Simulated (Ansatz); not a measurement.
Crystal: Rb3Ba.

```xyz
4
Lattice="-3.3715 3.3715 7.3713 3.3715 -3.3715 7.3713 3.3715 3.3715 -7.3713" Properties=species:S:1:pos:R:3 pbc="T T T"
Ba    0.0000    0.0000    0.0000
Rb    0.0000    0.0000    7.3713
Rb    3.3715    0.0000    3.6857
Rb    0.0000    3.3715    3.6857
```

The cell comes from a database or a generator and needn't be the stable form of this composition.

```yaml
Program: Ansatz 0.2.0
Task: single point
Functional: PBE
Potentials_or_basis: Ansatz PAW
Cutoff: "420 eV (not typed: the program's choice for these potentials)"
k_mesh: 6 × 6 × 6
Occupations: fermi-dirac, width 0.05 eV
Spin: no spin polarisation
```

On this cell: pressure 0.0 GPa; largest force under 0.003 eV/Å; band gap on the k mesh none (metal or under the smearing width).

The same run follows on a disturbed copy (atoms moved at random, drawn with an rms of 0.05 Å):

```
Ba Rb
1.0
    -3.37146    3.37146    7.37135
     3.37146   -3.37146    7.37135
     3.37146    3.37146   -7.37135
Ba Rb
1 3
Direct
  0.99892 0.00998 0.00224
  0.49991 0.50722 0.00555
  0.24653 0.74744 0.49983
  0.74690 0.25382 0.49634
```

Task: What does the disturbed cell give?

Result: The energy (extrapolated to zero smearing) moves by +0.6 meV/atom; pressure 0.0 GPa; largest force 0.040 eV/Å; band gap on the k mesh none (metal or under the smearing width).

Forces in eV/Å, atoms in the order of the input:
```
Ba  -0.011  0.013 -0.032
Rb  -0.005 -0.014 -0.009
Rb   0.012 -0.012  0.036
Rb   0.004  0.013  0.005
```
